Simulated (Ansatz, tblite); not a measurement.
**The cluster B4Cl+: one state, many levels**

How do method and basis change the picture of the cluster B4Cl+ (singlet)?

The runs use Ansatz 0.2.0, Gaussian basis; as each input shows.

The runs, in order: GFN1-xTB, GFN2-xTB, PBE-D4/def2-TZVP, r2SCAN-D4/def2-TZVP, B2PLYP/def2-TZVP, ωB97X-V/def2-TZVP, B97M-V/def2-TZVP, PBE-D4/def2-SVP, PBE0-D4/def2-SVP, CCSD(T)/def2-TZVPP, MP2/def2-TZVP.

2 further runs of the same task are left out: 2 set aside as unsound or not needed.

## Step 1: The structure

The singlet was relaxed beforehand with r2SCAN-D4/def2-SVP. At that level it is the lowest of the isomers that a small search found.

5 atoms, charge 1, spin multiplicity 1.

Bond lengths: B1–B4 1.616 Å, B1–Cl5 1.627 Å, B2–B3 1.520 Å, B2–B4 1.610 Å, B3–B4 1.610 Å. Angles: B4–B1–Cl5 180.0°, B3–B2–B4 61.8°, B2–B3–B4 61.8°, B1–B4–B2 151.8°, B1–B4–B3 151.8°, B2–B4–B3 56.3°.

As a file:

```csv
atom,x (Å),y (Å),z (Å)
B1,0.5980,0.1200,-1.0468
B2,-1.4923,-0.4770,1.2030
B3,-0.3076,0.1159,1.9476
B4,-0.1996,-0.0400,0.3490
Cl5,1.4016,0.2812,-2.4528
```

The ion is computed in the gas phase, without counter-ions or solvent.

PBE0-D4/def2-TZVP was run before; its log isn't repeated, and its numbers join the tables.

## Step 2: GFN1-xTB

Tight binding, by tblite at 300 K electronic temperature and without a spin-polarisation term:

```python
tblite.interface.Calculator('GFN1-xTB', numbers, positions, charge=1, uhf=0).singlepoint()
```

Energy -253.8224 eV, HOMO -16.29 eV, LUMO -14.49 eV; 0.002 s.

## Step 3: GFN2-xTB

Tight binding, by tblite at 300 K electronic temperature and without a spin-polarisation term:

```python
tblite.interface.Calculator('GFN2-xTB', numbers, positions, charge=1, uhf=0).singlepoint()
```

Energy -241.2288 eV, HOMO -15.70 eV, LUMO -13.64 eV; 0.003 s.

## Step 4: PBE-D4/def2-TZVP

start.molden holds the orbitals of an earlier run on this state, given as this run's starting guess.

Input file in.yaml:

```yaml
crystal:
  periodic: [false, false, false]
  atoms:
    - {symbol: B, position_ang: [0.598001, 0.119974, -1.046798]}
    - {symbol: B, position_ang: [-1.492329, -0.477000, 1.203023]}
    - {symbol: B, position_ang: [-0.307637, 0.115868, 1.947581]}
    - {symbol: B, position_ang: [-0.199634, -0.040008, 0.348976]}
    - {symbol: Cl, position_ang: [1.401599, 0.281176, -2.452782]}
basis:
  gaussian: {orbitals: def2-TZVP, initial_orbitals: start.molden}
total_charge: 1
hamiltonian: {xc: pbe, dispersion: d4}
scf: {omitted_lower_state_checks: [starts]}
output: {forces: true, orbitals: {seedname: orbitals}}
```

On the command line:

```
$ ansatz run in.yaml --threads 4 --pin off --events-out ev --progress --plain --max-ram 4787MiB
```

After this run come: r2SCAN-D4/def2-TZVP; B2PLYP/def2-TZVP; ωB97X-V/def2-TZVP; B97M-V/def2-TZVP; PBE-D4/def2-SVP; PBE0-D4/def2-SVP; CCSD(T)/def2-TZVPP; MP2/def2-TZVP.

Q: Predict the results of all the runs planned. Wanted: gap in def2-TZVP, named functionals, smallest and largest; correlation energy, CCSD(T)/def2-TZVPP; correlation energy, MP2/def2-TZVP; PBE0 total energy, smallest basis above largest.

The runs gave:

```
                                                 quantity                                value
gap in def2-TZVP, named functionals, smallest and largest  1.81 eV (PBE-D4), 8.07 eV (ωB97X-V)
                   correlation energy, CCSD(T)/def2-TZVPP                            -16.46 eV
                        correlation energy, MP2/def2-TZVP                            -14.41 eV
          PBE0 total energy, smallest basis above largest        7.16 eV (def2-SVP, def2-TZVP)
```

In words: Orbital gaps of the named functionals in def2-TZVP span 1.81 eV (PBE-D4) to 8.07 eV (ωB97X-V); exact exchange widens it. Notes on CCSD(T)/def2-TZVPP: large T1 diagnostic.
